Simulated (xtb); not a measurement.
# GFN-FF run of CH4BCl2N (SMILES NCB(Cl)Cl)

Wanted: a structure relaxation of CH4BCl2N. 

The results are computed with xtb 6.7.1.

4 further runs of the same task are left out: 4 set aside as unsound or not needed.

### 1 The system as given

CH4BCl2N: 9 atoms, total charge 0, spin state singlet. As SMILES, `NCB(Cl)Cl`. All atoms were displaced at random from a relaxed shape. The run starts from this shape.

Bond lengths: N1–C2 1.594 Å, C2–B3 1.509 Å, B3–Cl4 1.755 Å, B3–Cl5 1.716 Å, N1–H6 1.085 Å, N1–H7 0.931 Å, C2–H8 1.092 Å, C2–H9 1.051 Å. Some angles: N1–C2–B3 114.1°, C2–B3–Cl4 125.8°, C2–B3–Cl5 117.1°, Cl4–B3–Cl5 117.0°, N1–C2–H8 101.6°, N1–C2–H9 100.1°, B3–C2–H8 113.3°, B3–C2–H9 119.2°, C2–N1–H6 112.0°, C2–N1–H7 107.8°.

### 2 A structure relaxation at GFN-FF

Contents of geom.xyz:

```xyz
9

N     -1.18075    -0.20079     0.87238
C      0.37132    -0.07891     0.53058
B      0.66382     0.13755    -0.93359
Cl    -0.53284     0.25427    -2.21237
Cl     2.30465     0.37704    -1.37605
H     -1.71220     0.72622     0.68339
H     -1.51981    -0.93052     0.40349
H      0.66916     0.76215     1.15940
H      0.73241    -0.94537     1.00391
```

Launch:

```console
$ xtb geom.xyz -o normal --gff > xtb.out
```

What values should one expect? Wanted: steric energy; dipole moment; dispersion energy.

Answer, from the run:

Level: GFN-FF.

| quantity | value |
| --- | --- |
| steric energy (arbitrary zero) | -1.03286 Eh |
| dipole moment (from atomic charges) | 1.67 D |
| dispersion energy | -12.27 kJ/mol |

In words: At the final geometry: Bond lengths: N1–C2 1.433 Å, C2–B3 1.554 Å, B3–Cl4 1.769 Å, B3–Cl5 1.775 Å, N1–H6 1.012 Å, N1–H7 1.013 Å, C2–H8 1.093 Å, C2–H9 1.093 Å. Some angles: N1–C2–B3 112.6°, C2–B3–Cl4 117.1°, C2–B3–Cl5 117.7°, Cl4–B3–Cl5 116.9°, N1–C2–H8 110.4°, N1–C2–H9 110.7°, B3–C2–H8 107.8°, B3–C2–H9 107.6°, C2–N1–H6 109.7°, C2–N1–H7 109.9°. The optimisation took 16 steps and changed the energy by -0.736 eV.
